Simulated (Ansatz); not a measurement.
The system is BiS.

```
Bi S
1.0
     4.00294    0.00000    0.00000
     0.00000    4.00294    0.00000
     0.00000    0.00000    4.00294
Bi S
1 1
Direct
  0.50000 0.50000 0.50000
  0.00000 0.00000 0.00000
```

The cell was built by a generator and needn't be a form met in nature.

Base run:

```yaml
Program: Ansatz 0.2.0
Functional: PBE
Potentials_or_basis: Ansatz PAW
Cutoff: "420 eV (not typed: the program's choice for these potentials)"
k_mesh: 7 × 7 × 7
Occupations: fermi-dirac, width 0.05 eV
Spin: no spin polarisation
```

Its results: band gap on the k mesh none (metal or under the smearing width); pressure -10.9 GPa.

**Question.** The run is repeated on the same cell with these changes: k mesh from 7 × 7 × 7 to 5 × 5 × 5; spin from no spin polarisation to spin-orbit coupling, no magnetisation; potential files from those of the base run to others of the same set. What comes out?

**Answer.** Band gap on the k mesh none (metal or under the smearing width); pressure -8.9 GPa.

Several settings changed at once, so the effect can't be laid on one alone.

Caveats: spin-orbit coupling is left out, which moves the levels of the heavy elements (some runs).
